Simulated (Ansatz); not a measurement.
**SnS (SMILES [S][Sn]) at r2SCAN0/STO-3G**

Aim: the electronic atomisation energy of SnS at r2SCAN0/STO-3G, from 3 runs. 

Program for the calculation: Ansatz 0.2.0.

53 further runs of the same task are left out: 19 that didn't finish, 34 set aside as unsound or not needed.

## Step 1: Starting point

The species is SnS (2 atoms), meant as a singlet with charge 0. As SMILES, `[S][Sn]`. Geometry: the measured bond length.

Bond lengths: S1–Sn2 2.209 Å.

## Step 2: The energy at r2SCAN0/STO-3G

in.yaml

```yaml
crystal:
  periodic: [false, false, false]
  atoms:
    - {symbol: S, position_ang: [0.000000, 0.000000, 0.000000]}
    - {symbol: Sn, position_ang: [0.000000, 0.000000, 2.209026]}
basis:
  gaussian: {orbitals: STO-3G}
hamiltonian: {xc: {name: r2SCAN0}}
accuracy: high
```

Run with:

```
$ ansatz run in.yaml --threads 1 --pin off --max-ram 2610MiB --events-out events.jsonl --progress --plain --runs-dir runs
```

What it wrote:

```text
Warning: RAYON_NUM_THREADS=1 ignored (pool sized by the plan → 1); use --threads N
Functional definition: r2SCAN0
  name "r2SCAN0"
  parameter a = 0.25
  parameter k0 = 0.174
  parameter k1 = 0.065
  parameter a1 = 4.9479
  exchange = (1 - a)*r2scan_x(k0 = k0, k1 = k1, a1 = a1) + a*exact_x
  correlation = r2scan_c
635 factors; integrals over basis functions are off by at most 1.2e-8 eV
mean field evaluation 1: about -173045.4176 eV, gradient 1.9e1 eV
mean field evaluation 2: about -173015.4867 eV, gradient 8.4e1 eV
mean field evaluation 4: about -173047.5818 eV, gradient 1.2e0 eV
mean field evaluation 8: about -173047.6105 eV, gradient 1.2e-1 eV
mean field evaluation 16: about -173047.6106 eV, gradient 3.4e-8 eV
mean field -173047.61059312 eV, -6359.3823934138 hartree, gradient 3.9e-8 eV, S^2 0.000000; 0 other end points of the search recorded, 0 dependent functions left out
reference -173047.61059336 eV, -6359.3823934227 hartree; 33, 33 occupied and 3, 3 virtual orbitals, 635 factors
Total energy: -173047.61059336 eV, -6359.3823934227 hartree
```

Run time: 4.8 s. Hardware: 1 thread of Arm Neoverse V1, shared host; peak memory 0.15 GiB.

## Step 3: The S atom at the same level

input.yaml

```yaml
basis:
  gaussian: {orbitals: STO-3G}
crystal:
  periodic: [false, false, false]
  atoms:
    - {symbol: S, position_ang: [0.000000, 0.000000, 0.000000]}
magnetization: {spin_polarized: true, initial_magnetization: 2}
hamiltonian: {xc: {name: r2SCAN0}}
accuracy: high
```

Run the same way, it converges to -393.67269 Eh (log not shown).

## Step 4: The Sn atom at the same level

job.yaml

```yaml
crystal:
  periodic: [false, false, false]
  atoms:
    - {symbol: Sn, position_ang: [0.000000, 0.000000, 0.000000]}
basis:
  gaussian:
    orbitals: STO-3G
magnetization:
  spin_polarized: true
  initial_magnetization: 2
hamiltonian:
  xc: {name: r2SCAN0}
accuracy: high
```

Run with:

```
$ ansatz run job.yaml --threads 1 --pin off --max-ram 2610MiB --events-out events.jsonl --progress --plain --runs-dir runs
```

What it wrote, cut to the lines that bear on the results:

```text
Warning: RAYON_NUM_THREADS=1 ignored (pool sized by the plan → 1); use --threads N
[... 8 set-up lines as earlier in the session ...]
251 factors; integrals over basis functions are off by at most 4.4e-9 eV
mean field evaluation 1: about -162329.0063 eV, gradient 2.5e-1 eV
mean field evaluation 2: about -162329.0065 eV, gradient 9.4e-3 eV
mean field evaluation 4: about -162329.0431 eV, gradient 3.3e-4 eV
mean field evaluation 8: about -162329.0431 eV, gradient 5.7e-8 eV
mean field -162329.04305248 eV, -5965.4823016014 hartree, gradient 5.6e-8 eV, S^2 2.000001; 0 other end points of the search recorded, 0 dependent functions left out
reference -162329.04305299 eV, -5965.4823016200 hartree; 26, 24 occupied and 1, 3 virtual orbitals, 251 factors
Total energy: -162329.04305299 eV, -5965.4823016200 hartree
```

It took 4.5 s on 1 thread of Arm Neoverse V1, shared host; peak memory 0.16 GiB.

## Step 5: Outcome

Level: r2SCAN0/STO-3G.

| quantity | value |
| --- | --- |
| molecule: total energy | -6359.38239 Eh |
| S atom: total energy | -393.67269 Eh |
| S atom: ⟨S²⟩ | 2.000 |
| Sn atom: total energy | -5965.48230 Eh |
| Sn atom: ⟨S²⟩ | 2.000 |
| electronic atomisation energy | 6.188 eV |

What this shows: Taking the molecule apart into free atoms costs 6.19 eV (597 kJ/mol), before zero-point energy and without spin-orbit coupling. In a minimal basis such a difference can be off by several eV, whatever the method. Relativity is left out (molecule) although the molecule holds a heavy atom. Relativity is left out (Sn atom) although the molecule holds a heavy atom.
